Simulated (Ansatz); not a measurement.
# BF2H2N + H2 + HF: a complex and its separated parts

Aim: how far the complex at one end of a reaction step lies below its separated, relaxed parts, level by level.

The runs use Ansatz 0.2.0, Gaussian basis; PBE0-D4/def2-TZVP structures, single points in def2-TZVPP, no counterpoise correction.

Levels: SPW92, PBE-D4, BLYP-D4, r2SCAN-D4, B97M-V, PBE0-D4, B3LYP-D4, r2SCAN0-D4, BHLYP-D4, CAM-B3LYP-D4, wB97X-V, wB97M-V, B2PLYP, PBE-QIDH, RPA on PBE, Hartree-Fock, MP2, CCSD, CCSD(T).

Correlated methods freeze the cores. B3LYP uses VWN-RPA correlation. B2PLYP carries no dispersion term here.

113 further runs of the same task are left out: 113 set aside as unsound or not needed.

## Step 1: Where the work starts

The complex: 10 atoms, charge 0, spin multiplicity 1.

Atoms are counted from 1 here; the program's logs count them from 0.

Bond lengths: B1–F3 1.321 Å, B1–F4 1.321 Å, B1–N6 1.417 Å, H2–H7 0.748 Å, H5–F8 0.941 Å, N6–H9 1.008 Å, N6–H10 1.008 Å. Angles: F3–B1–F4 118.9°, F3–B1–N6 120.5°, F4–B1–N6 120.5°, B1–N6–H9 118.9°, B1–N6–H10 118.9°, H9–N6–H10 113.2°.

As a file:

```
B    -0.99635   -0.45538   -0.48106
H     1.16570    1.22515   -1.94869
F    -0.59468   -1.32412   -1.39093
F    -1.72073    0.58044   -0.86353
H     0.94524    0.26108    1.07935
N    -0.63207   -0.61645    0.87844
H     1.52661    1.25898   -1.29486
F     1.76161    0.69868    1.24413
H    -0.31100   -1.51879    1.19336
H    -1.14433   -0.10969    1.58360
```

Its parts: BF2H2N holds atoms 1, 3, 4, 6, 9, 10; H2 holds atoms 2, 7; HF holds atoms 5, 8. Each part counts its atoms afresh in its own runs.

## Step 2: Relaxing BF2H2N alone

relax-a/in.yaml

```yaml
crystal:
  periodic: [false, false, false]
  atoms:
    - {symbol: B, position_ang: [-0.996355, -0.455379, -0.481057]}
    - {symbol: F, position_ang: [-0.594682, -1.324120, -1.390934]}
    - {symbol: F, position_ang: [-1.720726, 0.580441, -0.863533]}
    - {symbol: N, position_ang: [-0.632071, -0.616452, 0.878437]}
    - {symbol: H, position_ang: [-0.310999, -1.518787, 1.193358]}
    - {symbol: H, position_ang: [-1.144332, -0.109688, 1.583597]}
basis:
  gaussian: {orbitals: def2-TZVP}
hamiltonian: {xc: pbe0, dispersion: d4}
relax: {f_tol: 0.005, max_steps: 200}
```

Started as:

```console
$ ansatz run in.yaml --threads 4 --pin off --events-out ev --progress --plain --max-ram 9574MiB
```

After this run come: Relaxing H2 alone; Relaxing HF alone; SPW92/def2-TZVPP; PBE-D4/def2-TZVPP; BLYP-D4/def2-TZVPP; r2SCAN-D4/def2-TZVPP; B97M-V/def2-TZVPP; PBE0-D4/def2-TZVPP; B3LYP-D4/def2-TZVPP; r2SCAN0-D4/def2-TZVPP; BHLYP-D4/def2-TZVPP; CAM-B3LYP-D4/def2-TZVPP; wB97X-V/def2-TZVPP; wB97M-V/def2-TZVPP; B2PLYP/def2-TZVPP; PBE-QIDH/def2-TZVPP; RPA on PBE/def2-TZVPP; CCSD(T)/def2-TZVPP; Vibrations of BF2H2N; Vibrations of H2; Vibrations of HF.

**Question.** What will these runs give? Wanted: complex less parts, CCSD(T)/def2-TZVPP; with zero-point energy; largest T1 diagnostic.

As calculated:

```
                              quantity      value
complex less parts, CCSD(T)/def2-TZVPP  -0.247 eV
                with zero-point energy  -0.106 eV
                 largest T1 diagnostic      0.011
```

In words: At CCSD(T) the complex lies 0.247 eV below its parts. PBE-QIDH is the best functional here (-0.009 eV from CCSD(T)); SPW92 is the worst (-0.279 eV). Mean unsigned error by rung: LDA 0.279, GGA 0.081, meta-GGA 0.050, hybrid 0.043, range-separated hybrid 0.046, double hybrid 0.010 eV. PBE-D4 gives a relative energy 0.109 eV too low, outside chemical accuracy (1 kcal/mol, 0.043 eV). No counterpoise was applied, and triple zeta lacks some correlation, so the CCSD(T) reference has a basis error of its own, and close matches with it are partly luck.
